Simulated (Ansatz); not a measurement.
# Ta: the cost of one run

Method: DFT PBE, scalar-relativistic, plane waves, PAW, in Ansatz 0.2.0.

### 1 The structure to begin with

Symmetry: P4/mmm, No. 123, tetragonal system. Conventional cell: a = 2.597 Å, b = 2.597 Å, c = 14.000 Å, α = 90.00°, β = 90.00°, γ = 90.00°. Ta (site symmetry 4/mmm) is surrounded by 4 Ta at 2.60 Å.

Structure file:

```
Ta
1.0
     2.59673    0.00000    0.00000
     0.00000    2.59673    0.00000
     0.00000    0.00000   14.00000
Ta
1
Direct
  0.50000 0.50000 0.50000
```

The cell is invented: random sheet by layer group and Wyckoff sites. Its size is a rough estimate.

Only a and b are periodic; c spans vacuum, so the box's volume, pressure and space group aren't properties of the sheet.

### 2 The guess as it stands, on a coarse mesh

File input.yaml:

```yaml
crystal:
  lattice:
    - [2.596729, 0.0, 0.0]
    - [0.0, 2.596729, 0.0]
    - [0.0, 0.0, 14.0]
  atoms:
    - { symbol: Ta, position: [0.5, 0.5, 0.5] }
  periodic: [true, true, false]
basis:
  ecutwfc: 420
kpoints:
  mp_grid: { grid: [6, 6, 1] }
hamiltonian:
  xc: pbe
scf:
  occupations: { method: gaussian, width: 0.1 }
  lower_state_search: "off"
output:
  forces: true
  stress: true
  eigenvalues: true
```

The run is started by

```sh
$ ansatz run input.yaml --threads 1 --pin off --max-ram 2048MiB --backend cpu --events-out ev --progress --plain --runs-dir out
```

**Question.** How long does this run take on 1 thread of Arm Neoverse V2, shared host, and how much memory does it need?

About 1.7 s, with a peak of 0.31 GiB.
